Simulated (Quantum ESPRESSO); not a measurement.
Runs of Quantum ESPRESSO 7.5 on NaTaO2. The structure is trigonal, space group R-3m (No. 166). The conventional cell has a = 3.114 Å, b = 3.114 Å, c = 16.960 Å, α = 90.00°, β = 90.00°, γ = 120.00°. Around Na (site symmetry -3m) lie 6 O at 2.47 Å. Around Ta (site symmetry -3m) lie 6 O at 2.12 Å. Around O (site symmetry 3m) lie 3 Ta at 2.12 Å. The cell comes from a database or a generator and needn't be the stable form of this composition.

```csv
level,form of the LDA correlation,gap on the mesh (eV),pressure (GPa),moment (μB),largest force (eV/Å)
LDA+U,PZ81,none,7.7,1.99,1.50
PBEsol+U,-,none,(a),2.00,1.66
revPBE+U,-,none,20.7,2.00,(b)
PW91+U,-,none,17.5,2.00,1.92
RPBE+U,-,none,21.6,2.00,2.07
```

Alike in all rows: task single point; potentials or basis PseudoDojo 0.5 SR PBE standard; spin collinear, ferromagnetic start; Ta d U = 7 eV; cell as given; k mesh 7 × 7 × 7; cutoff (eV) 1197; smearing gaussian 0.05 eV.

Q: Estimate the missing entries.

A: (a) 12.3; (b) 2.03.

Caveats: the potentials were made for another functional, which shifts forces and pressure.

A k mesh can miss the band edges, and the runs leave out spin-orbit coupling on Ta.

A gap of «none» marks a metal or a gap under the smearing width.

Runs at the PBE level aren't shown here.
